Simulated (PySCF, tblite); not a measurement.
**C₃H₁₁PSi₂: geometry, infrared bands and NMR shifts**

Wanted: the infrared bands and NMR shifts of C₃H₁₁PSi₂ (`C=C(C)[SiH2][SiH2]P`), by calculation.

Programs: tblite 0.8.0 and PySCF 2.14.0, with density-fitted response routines of our own. Each step states its level of theory. These are calculated values for one molecule in the gas phase, unless marked as measured. Atoms are numbered from 0 throughout.

**1. The starting structure**

17 atoms, charge 0, multiplicity 1; geometry from: force field or distance geometry start.

Bonds of the start (Å): C0–C1 1.33, C1–C2 1.50, C1–Si3 1.85, Si3–Si4 2.24, Si4–P5 2.19, C0–H6 1.10, C0–H7 1.10, C2–H8 1.10, C2–H9 1.11, C2–H10 1.14, Si3–H11 1.47, Si3–H12 1.47, Si4–H13 1.50, Si4–H14 1.47, P5–H15 1.46, P5–H16 1.46.

**2. Relaxing the molecule with GFN2-xTB**

What the job is given:

```
{"job": {"kind": "relax", "xc": "GFN2-xTB", "basis": "xTB"}, "charge": 0, "multiplicity": 1}
C     -1.692300     1.310400     0.528600
C     -1.337500     0.079900     0.152500
C     -1.823100    -1.066800     0.989100
Si    -0.249300    -0.147000    -1.321100
Si     1.868100    -0.594500    -0.761900
P      2.726600     0.880200     0.606100
H     -1.329700     2.143800    -0.082800
H     -2.338600     1.485800     1.406100
H     -1.445000    -1.037400     2.021400
H     -1.687400    -2.057100     0.501200
H     -2.955900    -0.970100     1.083700
H     -0.296600     1.056900    -2.165500
H     -0.763300    -1.332300    -2.028900
H      2.739800    -0.633600    -1.979100
H      1.867500    -1.901300    -0.095400
H      4.084900     0.548400     1.020600
H      2.624700     2.246500     0.115300
```

On the command line:

```bash
$ OMP_NUM_THREADS=1 python probes_run.py task.json out
```

One launch serves the whole session: the jobs run in the order shown.

**Question.** This job is followed by: GFN2-xTB harmonic vibrations, gas phase; GIAO PBE0/pcSseg-1 NMR shielding, non-relativistic, gas phase. Predict these results of the whole session: strongest single infrared mode (GFN2-xTB); zero-point energy (GFN2-xTB); ¹³C shifts against TMS (PBE0/pcSseg-1); ¹H shifts against TMS (PBE0/pcSseg-1, means over atoms taken as alike); ²⁹Si shifts against TMS (PBE0/pcSseg-1); ³¹P shifts against H3PO4 (PBE0/pcSseg-1).

**Answer**, as computed:

| quantity | value |
| --- | --- |
| strongest single infrared mode (GFN2-xTB) | 607 cm⁻¹, 469 km/mol |
| zero-point energy (GFN2-xTB) | 74.9 kcal/mol |
| ¹³C shifts against TMS (PBE0/pcSseg-1) | 148.5, 136.9, 30.0 ppm |
| ¹H shifts against TMS (PBE0/pcSseg-1, means over atoms taken as alike) | 6.06, 5.76, 4.29, 4.04, 2.11, 1.12 ppm |
| ²⁹Si shifts against TMS (PBE0/pcSseg-1) | -71.2, -99.9 ppm |
| ³¹P shifts against H3PO4 (PBE0/pcSseg-1) | -310.7 ppm |

Over 206 steps the energy fell by 1.119 eV; of the close pairs, Si3–Si4 changed most, 2.235 to 2.328 Å. All 45 modes are real, so the xTB geometry is a minimum. The strongest single mode, at 607 cm⁻¹, is spread over many atoms; the largest shares are those of H13, H14. GFN2-xTB is a fitted tight-binding method: band positions and strengths are rough. Its intensities can rank the bands wrongly. The most deshielded carbon is C1 (fully substituted alkene carbon), at 148.5 ppm: the olefinic region. At PBE0/pcSseg-1: The largest span, 250 ppm, is at C1, where the paramagnetic term is -225 ppm.
